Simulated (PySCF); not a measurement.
**GeH₃Br: geometry, NMR shifts, spin-spin couplings and electronic excitations**

Aim: predict the NMR shifts, spin-spin couplings and electronic excitations of GeH₃Br (`[GeH3][Br]`).

Programs: PySCF 2.14.0, with density-fitted response routines of our own. Each step states its level of theory. These are calculated values for one molecule in the gas phase, unless marked as measured. Atoms are numbered from 0 throughout.

1 further run of the same task is left out (it didn't finish).

## 1. The molecule as given

5 atoms, charge 0, multiplicity 1; geometry from: GFN2-xTB.

Bonds of the start (Å): Ge0–Br1 2.26, Ge0–H2 1.50, Ge0–H3 1.50, Ge0–H4 1.50.

## 2. Relaxing the molecule at PBE0-D3(BJ)/def2-SVP

The job: settings as JSON, then the geometry in Å.

```
{"job": {"xc": "PBE0", "basis": "def2-SVP", "d3": "d3bj", "grid": 1, "kind": "geom"}, "charge": 0, "multiplicity": 1}
Ge    -0.180870     0.010980    -0.008990
Br     2.074530    -0.112680     0.023610
H     -0.544170     1.424220    -0.354110
H     -0.668310    -0.366200     1.356680
H     -0.663940    -0.950620    -1.051560
```

Launch:

```
> OMP_NUM_THREADS=1 python probes_run.py task.json out
```

The driver reads the jobs from task.json and runs them one after another.

Output:

```text
step   0  E = -4651.85490783  max force = 0.016977
step   1  E = -4651.85700526  max force = 0.001771
step   2  E = -4651.85704600  max force = 0.000444
step   3  E = -4651.85704767  max force = 0.000095
optimisation converged
```

It took 8.7 s on 1 thread of Arm Neoverse V1, shared host; peak memory 0.33 GiB.

The steps of the relaxation:

| step | energy from step 0 (eV) | largest force component (eV/Å) |
| --- | --- | --- |
| 0 | 0.0000 | 0.8730 |
| 1 | -0.0571 | 0.0911 |
| 2 | -0.0582 | 0.0228 |
| 3 | -0.0582 | 0.0049 |

Distances of close pairs at the start and the end, largest changes first:

| bond | before (Å) | after (Å) | change (Å) |
| --- | --- | --- | --- |
| Ge0–Br1 | 2.259 | 2.312 | +0.053 |
| Ge0–H4 | 1.498 | 1.534 | +0.036 |
| Ge0–H3 | 1.498 | 1.534 | +0.036 |
| Ge0–H2 | 1.499 | 1.534 | +0.035 |

The next job starts from the end point, and lists it.

| at the end point | value |
| --- | --- |
| point group (found at 0.08 Å tolerance) | C3v |
| rotational constants (GHz, main isotopes) | 77.991, 2.347, 2.347 |
| dipole moment (D) | 1.89 |

## 3. NMR shieldings: PBE0/pcSseg-1

The job: settings as JSON, then the geometry in Å.

```
{"job": {"kind": "nmr", "xc": "PBE0", "basis": "pcSseg-1"}, "charge": 0, "multiplicity": 1}
Ge    -0.183112     0.013076    -0.010633
Br     2.124011    -0.128746     0.033086
H     -0.550521     1.460125    -0.364628
H     -0.690465    -0.369466     1.385773
H     -0.682673    -0.969289    -1.077967
```

Method: GIAO PBE0/pcSseg-1 NMR shielding, non-relativistic, gas phase.

Output:

```text
coarse grid: 22168 points
cycle   1  E = -4651.8778195676  dE = -1.905e+00  |g| = 1.079e+00  |ddm| = 2.177e+00
cycle   2  E = -4651.8629816474  dE =  1.484e-02  |g| = 9.094e-01  |ddm| = 8.721e-01
cycle   3  E = -4651.9300027456  dE = -6.702e-02  |g| = 1.857e-01  |ddm| = 5.981e-01
cycle   4  E = -4651.9334547660  dE = -3.452e-03  |g| = 3.739e-02  |ddm| = 1.270e-01
cycle   5  E = -4651.9335582420  dE = -1.035e-04  |g| = 4.252e-03  |ddm| = 2.747e-02
cycle   6  E = -4651.9335623187  dE = -4.077e-06  |g| = 8.563e-04  |ddm| = 6.982e-03
final grid: 42232 points
cycle   7  E = -4651.9335319772  dE =  4.766e-08  |g| = 1.165e-03  |ddm| = 2.677e-03
cycle   8  E = -4651.9335318470  dE =  1.303e-07  |g| = 1.576e-03  |ddm| = 2.937e-03
cycle   9  E = -4651.9335322778  dE = -4.309e-07  |g| = 1.090e-04  |ddm| = 1.458e-03
cycle  10  E = -4651.9335322803  dE = -2.478e-09  |g| = 2.079e-05  |ddm| = 1.197e-04
cycle  11  E = -4651.9335322804  dE = -8.367e-11  |g| = 2.786e-07  |ddm| = 1.756e-05
converged SCF energy = -4651.9335322804

GIAO shielding tensors (ppm)
atom      isotropic    diamagn.    paramagn.     s11        s22        s33       span
  0 Ge    1445.439    2754.989   -1309.550   1359.570   1360.933   1615.814    256.244
  1 Br    2861.142    3123.445    -262.304   2833.727   2834.780   2914.918     81.190
  2 H       26.120      27.185      -1.065     18.944     21.802     37.615     18.671
  3 H       26.119      27.195      -1.076     18.925     21.816     37.615     18.690
  4 H       26.120      27.190      -1.070     18.932     21.812     37.616     18.684
```

Run time: 5 s. Hardware: 1 thread of Arm Neoverse V1, shared host; peak memory 0.5 GiB.

Shifts follow as δ = σ(reference) − σ, with reference shieldings (ppm) from runs at the same level and on the same kind of geometry: 1H TMS 31.27, 73Ge GeMe4 1330, 79Br HBr 2584. The references are single molecules in the gas phase. Atoms listed in one row are averaged.

| atoms | environment | σ (ppm) | δ (ppm) |
| --- | --- | --- | --- |
| H2, H3, H4 | hydrogen on a germanium bonded to Br | 26.12 | 5.15 |
| Ge0 | germanium bonded to Br, 3 H | 1445 | -115 |
| Br1 | bromine bonded to Ge | 2861 | -277 |

The run also stored atomic charges by several schemes (e):

| atoms | Mulliken | IAO | Hirshfeld | ESP fit |
| --- | --- | --- | --- | --- |
| Ge0 | 0.32 | 0.48 | 0.32 | 0.04 |
| Br1 | -0.36 | -0.26 | -0.15 | -0.16 |

Mayer bond orders: Ge0–Br1 0.94.

## 4. Indirect couplings: B3LYP/pcSseg-1+pcJ-1

The job: settings as JSON, then the geometry in Å.

```
{"job": {"kind": "j", "xc": "B3LYP", "basis": "pcJ-1"}, "charge": 0, "multiplicity": 1}
Ge    -0.183112     0.013076    -0.010633
Br     2.124011    -0.128746     0.033086
H     -0.550521     1.460125    -0.364628
H     -0.690465    -0.369466     1.385773
H     -0.682673    -0.969289    -1.077967
```

Level: B3LYP/pcJ-1 Br:pcSseg-1 Ge:pcSseg-1 indirect spin-spin coupling, non-relativistic, gas phase.

Output:

```text
coarse grid: 22168 points
cycle   1  E = -4652.5256726032  dE = -1.884e+00  |g| = 1.152e+00  |ddm| = 2.054e+00
cycle   2  E = -4652.4990308721  dE =  2.664e-02  |g| = 1.025e+00  |ddm| = 9.664e-01
cycle   3  E = -4652.5845966317  dE = -8.557e-02  |g| = 2.113e-01  |ddm| = 7.000e-01
cycle   4  E = -4652.5893857853  dE = -4.789e-03  |g| = 4.656e-02  |ddm| = 1.606e-01
cycle   5  E = -4652.5895802748  dE = -1.945e-04  |g| = 5.930e-03  |ddm| = 3.938e-02
cycle   6  E = -4652.5895888870  dE = -8.612e-06  |g| = 1.080e-03  |ddm| = 9.922e-03
final grid: 42232 points
cycle   7  E = -4652.5895524242  dE =  1.611e-07  |g| = 1.551e-03  |ddm| = 3.599e-03
cycle   8  E = -4652.5895520453  dE =  3.790e-07  |g| = 2.254e-03  |ddm| = 4.299e-03
cycle   9  E = -4652.5895529962  dE = -9.509e-07  |g| = 1.600e-04  |ddm| = 2.212e-03
cycle  10  E = -4652.5895530019  dE = -5.713e-09  |g| = 3.334e-05  |ddm| = 1.842e-04
cycle  11  E = -4652.5895530020  dE = -1.646e-10  |g| = 3.986e-07  |ddm| = 2.672e-05
converged SCF energy = -4652.5895530020

Indirect spin-spin couplings (Hz)
  i      j    bonds     total        FC       PSO       DSO        SD
  2 H    3 H    2     23.786    26.942     1.289    -4.505     0.059
  2 H    4 H    2     23.803    26.955     1.287    -4.499     0.060
  3 H    4 H    2     23.683    26.839     1.288    -4.504     0.059
```

Run time: 6.7 s. Hardware: 1 thread of Arm Neoverse V1, shared host; peak memory 0.5 GiB.

Couplings of 1 Hz or more, nine at most for each number of bonds, with means over like pairs (isotopes 1H):

| pair | bonds | J (Hz) | Fermi contact (Hz) |
| --- | --- | --- | --- |
| H2–H3 | 2 | 23.8 | 26.9 |

The response was solved for the nuclei of H alone, so couplings that need other nuclei can be missing.

Quadrupole couplings from the field gradients of the same density:

| atom | isotope | eQq/h (MHz) | η |
| --- | --- | --- | --- |
| Br1 | 79Br | 409.0 | 0.00 |
| Ge0 | 73Ge | -89.6 | 0.00 |

Shifts (PBE0/pcSseg-1, unscaled) and these couplings together give the proton spectrum at 400 MHz below. Couplings to quadrupolar nuclei are left out.

1H NMR δ 5.15 (s, 3H).

## 5. Excited states and response: B3LYP/def2-SVPD

The job: settings as JSON, then the geometry in Å.

```
{"job": {"kind": "uv", "xc": "B3LYP", "basis": "def2-SVPD", "ip": true}, "charge": 0, "multiplicity": 1}
Ge    -0.183112     0.013076    -0.010633
Br     2.124011    -0.128746     0.033086
H     -0.550521     1.460125    -0.364628
H     -0.690465    -0.369466     1.385773
H     -0.682673    -0.969289    -1.077967
```

With the program's defaults for keys left out, this is: TDDFT B3LYP/def2-SVPD, vertical, gas phase, core orbitals frozen in the response.

Output:

```text
coarse grid: 22168 points
cycle   1  E = -4652.4698754842  dE = -1.687e+00  |g| = 4.557e-01  |ddm| = 2.269e+00
cycle   2  E = -4652.4531031832  dE =  1.677e-02  |g| = 5.512e-01  |ddm| = 8.356e-01
cycle   3  E = -4652.4974686908  dE = -4.437e-02  |g| = 5.228e-02  |ddm| = 5.340e-01
cycle   4  E = -4652.4978236741  dE = -3.550e-04  |g| = 8.053e-03  |ddm| = 5.173e-02
cycle   5  E = -4652.4978369479  dE = -1.327e-05  |g| = 2.672e-03  |ddm| = 1.617e-02
cycle   6  E = -4652.4978393856  dE = -2.438e-06  |g| = 2.324e-04  |ddm| = 5.024e-03
final grid: 42232 points
cycle   7  E = -4652.4977928794  dE = -9.040e-09  |g| = 2.349e-04  |ddm| = 1.050e-03
cycle   8  E = -4652.4977928788  dE =  6.257e-10  |g| = 2.726e-04  |ddm| = 7.720e-04
cycle   9  E = -4652.4977928952  dE = -1.641e-08  |g| = 2.349e-05  |ddm| = 3.720e-04
cycle  10  E = -4652.4977928953  dE = -1.583e-10  |g| = 5.088e-06  |ddm| = 3.281e-05
converged SCF energy = -4652.4977928953

Static polarisability (au): isotropic 55.036, principal 48.982 48.986 67.141

Singlet excitations
state   eV       nm        f      main configurations
  1   5.7836    214.4   0.01499   H->L 0.99
  2   5.7850    214.3   0.01504   H-1->L 0.99
  3   6.9000    179.7   0.00248   H->L+1 0.99
  4   6.9011    179.7   0.00250   H-1->L+1 0.99
  5   7.6921    161.2   0.00000   H->L+3 0.44, H-1->L+2 0.44
  6   7.7659    159.7   0.00893   H->L+2 0.34, H-1->L+3 0.31, H-2->L 0.26
  7   7.8063    158.8   0.00079   H-1->L+3 0.49, H->L+2 0.45
  8   7.8064    158.8   0.00085   H->L+3 0.47, H-1->L+2 0.47
  9   8.0795    153.5   0.00347   H-3->L 0.86
 10   8.0802    153.4   0.00346   H-4->L 0.86

Triplet excitations (Tamm-Dancoff, eV): 5.3593 5.3601 6.7286 6.7300
Vertical ionisation energy (delta-SCF) = 10.6481 eV
```

It took 8.8 s on 1 thread of Arm Neoverse V1, shared host; peak memory 0.47 GiB.

Frontier orbitals and where they lie:

| orbital | eV | atoms |
| --- | --- | --- |
| HOMO−3 | -10.29 | Ge0 41 %, H4 26 %, H2 18 % |
| HOMO−2 | -9.94 | Br1 64 %, Ge0 24 %, H3 4 % |
| HOMO−1 | -8.02 | Br1 82 %, Ge0 10 %, H2 5 % |
| HOMO | -8.02 | Br1 82 %, Ge0 10 %, H3 4 % |
| LUMO | -1.17 | Br1 36 %, Ge0 35 %, H2 10 % |
| LUMO+1 | -0.21 | Ge0 49 %, Br1 16 %, H3 12 % |
| LUMO+2 | 0.73 | Ge0 53 %, H2 13 %, H3 12 % |

With each of the 10 states as a Gaussian band of 0.4 eV half-width at 1/e, the curve within the window shown has maxima at 214 nm (ε 1,200), 179 nm (ε 210), 157 nm (ε 620) L/(mol cm). Beyond the last state computed it falls off for lack of states. The curve at chosen wavelengths:

```csv
nm,ε (L/mol/cm)
148,202
152,437
155,578
159,599
163,441
166,297
170,186
173,174
177,199
181,202
184,176
188,133
192,130
195,186
199,360
203,633
206,860
210,1110
214,1215
217,1180
221,1009
224,828
228,577
232,365
235,244
239,132
```

Further results of this job:

| property | computed |
| --- | --- |
| dipole moment (D) | 1.89 |
| polarisability (Å³) | 8.16 |
| HOMO–LUMO gap (eV) | 6.85 |
| −ε(HOMO) (eV) | 8.02 |

## 6. Shielding tensors: B3LYP/pcSseg-2

The job: settings as JSON, then the geometry in Å.

```
{"job": {"kind": "nmr", "xc": "B3LYP", "basis": "pcSseg-2", "pop": false}, "charge": 0, "multiplicity": 1}
Ge    -0.183112     0.013076    -0.010633
Br     2.124011    -0.128746     0.033086
H     -0.550521     1.460125    -0.364628
H     -0.690465    -0.369466     1.385773
H     -0.682673    -0.969289    -1.077967
```

Level: GIAO B3LYP/pcSseg-2 NMR shielding, non-relativistic, gas phase.

Output:

```text
coarse grid: 22168 points
cycle   1  E = -4653.0953640416  dE = -1.951e+00  |g| = 1.447e+00  |ddm| = 1.691e+00
cycle   2  E = -4653.0506686150  dE =  4.470e-02  |g| = 1.432e+00  |ddm| = 6.488e-01
cycle   3  E = -4653.1636312331  dE = -1.130e-01  |g| = 2.820e-01  |ddm| = 4.579e-01
cycle   4  E = -4653.1688053985  dE = -5.174e-03  |g| = 7.004e-02  |ddm| = 9.486e-02
cycle   5  E = -4653.1690421464  dE = -2.367e-04  |g| = 7.414e-03  |ddm| = 2.361e-02
cycle   6  E = -4653.1690527104  dE = -1.056e-05  |g| = 1.854e-03  |ddm| = 8.518e-03
cycle   7  E = -4653.1690537545  dE = -1.044e-06  |g| = 2.188e-04  |ddm| = 2.015e-03
final grid: 42232 points
cycle   8  E = -4653.1690382133  dE = -6.513e-09  |g| = 2.955e-04  |ddm| = 5.817e-04
cycle   9  E = -4653.1690381975  dE =  1.575e-08  |g| = 4.568e-04  |ddm| = 4.792e-04
cycle  10  E = -4653.1690382329  dE = -3.532e-08  |g| = 4.498e-05  |ddm| = 2.518e-04
cycle  11  E = -4653.1690382332  dE = -3.165e-10  |g| = 2.684e-06  |ddm| = 2.610e-05
converged SCF energy = -4653.1690382332

GIAO shielding tensors (ppm)
atom      isotropic    diamagn.    paramagn.     s11        s22        s33       span
  0 Ge    1417.939    2753.094   -1335.155   1333.126   1334.430   1586.261    253.135
  1 Br    2785.955    3124.348    -338.393   2719.513   2720.413   2917.940    198.427
  2 H       26.204      27.392      -1.188     19.094     21.958     37.560     18.466
  3 H       26.203      27.403      -1.200     19.076     21.972     37.560     18.484
  4 H       26.204      27.397      -1.193     19.083     21.967     37.562     18.478
```

Wall time 9.6 s (1 thread of Arm Neoverse V1, shared host); peak memory 0.74 GiB.

In short: δ Ge0 -125, Br1 -233, H2 5.19 ppm (means over like atoms).

## 7. Side by side: NMR shifts

Shifts (ppm), means over like atoms, with basis size and wall time:

| run | H2 | Ge0 | Br1 | functions | time |
| --- | --- | --- | --- | --- | --- |
| PBE0/pcSseg-1 | 5.15 | -115 | -277 | 97 | 5 s |
| B3LYP/pcSseg-2 | 5.19 | -125 | -233 | 168 | 9.6 s |

## 8. Outcome

| quantity | value |
| --- | --- |
| point group | C3v |
| rotational constants (main isotopes) | 77.99, 2.35, 2.35 GHz |
| 1H shifts against TMS (PBE0/pcSseg-1, means over atoms taken as alike) | 5.15 ppm |
| 73Ge shifts against GeMe4 (PBE0/pcSseg-1) | -115 ppm |
| 79Br shifts against HBr (PBE0/pcSseg-1) | -277 ppm |
| largest coupling of the table (B3LYP/pcSseg-1+pcJ-1) | 2J(H,H) H2–H3, 23.8 Hz |
| lowest singlet (B3LYP/def2-SVPD) | 5.78 eV (214 nm), f = 0.015 |
| brightest single state of those computed | state 2, 5.79 eV, f = 0.015 |
| lowest triplet | 5.36 eV |
| vertical ionisation energy (ΔSCF) | 10.65 eV |
| range of the shift of Br1 | -277 to -233 ppm |

**Reading.** The optimisation took 3 steps and gained 0.058 eV; among the close pairs (by a distance rule), Ge0–Br1 changed most, from 2.259 to 2.312 Å. No frequency check was run at this level, so the end point may be a saddle. At PBE0/pcSseg-1: Shielding is most anisotropic at Ge0 (span 256 ppm, paramagnetic term -1310 ppm). Of the pairs tabulated at B3LYP/pcSseg-1+pcJ-1, H2–H3 (mean over like pairs) couples most strongly (23.8 Hz; Fermi contact 26.9 Hz). The first singlet state (HOMO→LUMO 0.99) lies at 5.78 eV and is weak; of the 10 states computed, the strongest absorption comes from states 1 to 2 together at 5.79 eV. The lowest triplet lies 0.42 eV below the lowest singlet (triplets in Tamm-Dancoff, singlets in full TDDFT). ΔSCF puts the ionisation energy at 10.65 eV, 2.63 eV above −ε(HOMO). Across the 2 runs the shift of Br1 moves most, between -277 (PBE0/pcSseg-1) and -233 ppm (B3LYP/pcSseg-2). Spin-orbit coupling is left out, which matters for shieldings and couplings at and beside the heavy atoms.
